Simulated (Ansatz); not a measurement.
NiMoIrPdW:

```
Ni Mo Pd Ir W
1.0
     2.77046    0.00000    0.00000
    -1.38523    2.39928    0.00000
     0.00000    0.00000   21.88122
Ni Mo Pd Ir W
2 2 2 2 2
Direct
  0.33333 0.66667 0.04433
  0.66667 0.33333 0.95562
  0.66667 0.33333 0.34270
  0.66667 0.33333 0.76320
  0.33333 0.66667 0.44768
  0.33333 0.66667 0.65723
  0.33333 0.66667 0.23988
  0.33333 0.66667 0.86050
  0.66667 0.33333 0.13646
  0.66667 0.33333 0.55240
```

The cell was built by a generator and needn't be a form met in nature.

Base run:

- Program: Ansatz 0.2.0
- Functional: PBE
- Potentials or basis: all-electron LAPW, scalar-relativistic
- Cutoff: 287 eV
- Density cutoff: 1147 eV
- Basis error allowed: 0.002 eV/atom
- k mesh: 8 × 8 × 2
- Occupations: fermi-dirac, width 0.05 eV
- Spin: collinear spin, ferromagnetic start
- Starting moments: [1.0, 1.0, 1.0, 1.0, 0.0, 0.0, 0.6, 0.6, 0.0, 0.0] μB

Its results: pressure 0.0 GPa; net moment 0.00 μB per cell; largest force 0.146 eV/Å.

Problem. After a change of settings the same cell gave: pressure 4.1 GPa; net moment 0.00 μB per cell; largest force 0.183 eV/Å. Which change was it?
A. functional from PBE to RPBE
B. functional from PBE to revPBE
C. functional from PBE to BLYP

Solution. A.

RPBE binds less tightly than PBE, so the same cell stands under more pressure.

Caveats: the k mesh is thin for a metal, which can move the energy by tens of meV per atom.

Not every run made on this cell is shown here.
